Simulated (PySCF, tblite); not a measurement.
# C₅H₇BrSi: geometry, infrared bands and NMR shifts

Wanted: the infrared bands and NMR shifts of C₅H₇BrSi (`CC#C[Si@@H]1C[C@H]1Br`), by calculation.

Computed with tblite 0.8.0 and PySCF 2.14.0, with density-fitted response routines of our own, on a single molecule in the gas phase. Atoms count from 0, in the outputs and in this text.

## (1) The molecule as given

14 atoms, charge 0, multiplicity 1; geometry from: force field or distance geometry start.

Bonds of the start (Å): C0–C1 1.48, C1–C2 1.19, C2–Si3 1.86, Si3–C4 1.88, C4–C5 1.49, C5–Br6 1.90, C5–Si3 1.83, C0–H7 1.10, C0–H8 1.09, C0–H9 1.09, Si3–H10 1.49, C4–H11 1.08, C4–H12 1.08, C5–H13 1.09.

## (2) Optimising the geometry with GFN2-xTB

The job: settings as JSON, then the geometry in Å.

```
{"job": {"kind": "relax", "xc": "GFN2-xTB", "basis": "xTB"}, "charge": 0, "multiplicity": 1}
C      3.324600    -0.305400    -0.127200
C      1.892300    -0.018800     0.090400
C      0.741400     0.200300     0.289300
Si    -1.064400     0.555300     0.556000
C     -2.160700    -0.703300    -0.319100
C     -2.192200     0.682100    -0.879500
Br    -3.772100     1.719200    -0.640200
H      3.868000    -0.331200     0.825700
H      3.452300    -1.269100    -0.627000
H      3.765300     0.470400    -0.748200
H     -1.567400     0.672100     1.953900
H     -1.614100    -1.465600    -0.861600
H     -2.986800    -1.057100     0.287900
H     -1.686900     0.850800    -1.827500
```

Started as:

```bash
$ OMP_NUM_THREADS=1 python probes_run.py task.json out
```

This one command runs all jobs of the session in turn.

**Question.** This job is followed by: GFN2-xTB harmonic vibrations, gas phase; GIAO PBE0/pcSseg-1 NMR shielding, non-relativistic, gas phase. What will the session give for the following? strongest single infrared mode (GFN2-xTB); zero-point energy (GFN2-xTB); ¹³C shifts against TMS (PBE0/pcSseg-1); ¹H shifts against TMS (PBE0/pcSseg-1, means over atoms taken as alike); ²⁹Si shifts against TMS (PBE0/pcSseg-1); ⁷⁹Br shifts against HBr (PBE0/pcSseg-1).

**Answer**, as computed:

| quantity | value |
| --- | --- |
| strongest single infrared mode (GFN2-xTB) | 2381 cm⁻¹, 235 km/mol |
| zero-point energy (GFN2-xTB) | 61.3 kcal/mol |
| ¹³C shifts against TMS (PBE0/pcSseg-1) | 113.6, 79.6, 33.3, 15.4, 5.9 ppm |
| ¹H shifts against TMS (PBE0/pcSseg-1, means over atoms taken as alike) | 3.49, 3.37, 2.07, 1.64, 0.97 ppm |
| ²⁹Si shifts against TMS (PBE0/pcSseg-1) | -136.1 ppm |
| ⁷⁹Br shifts against HBr (PBE0/pcSseg-1) | 418 ppm |

In words: Relaxing lowered the energy by 0.457 eV in 61 steps; the close pair that moved most is Si3–C5, from 1.830 to 1.899 Å. All 36 modes are real, so the xTB geometry is a minimum. The strongest single mode, at 2381 cm⁻¹, moves mainly H10. Unscaled tight-binding wavenumbers are off by several per cent, some by more. Its intensities can rank the bands wrongly. C5 stands next to heavy halogen, whose spin-orbit shielding this run leaves out, so the computed shift lies too far downfield, most of all for carbon beside Br or I. At PBE0/pcSseg-1: The largest span, 1447 ppm, is at Br6, where the paramagnetic term is -917 ppm. Spin-orbit coupling is left out, which matters for shieldings and couplings at and beside the heavy atoms.
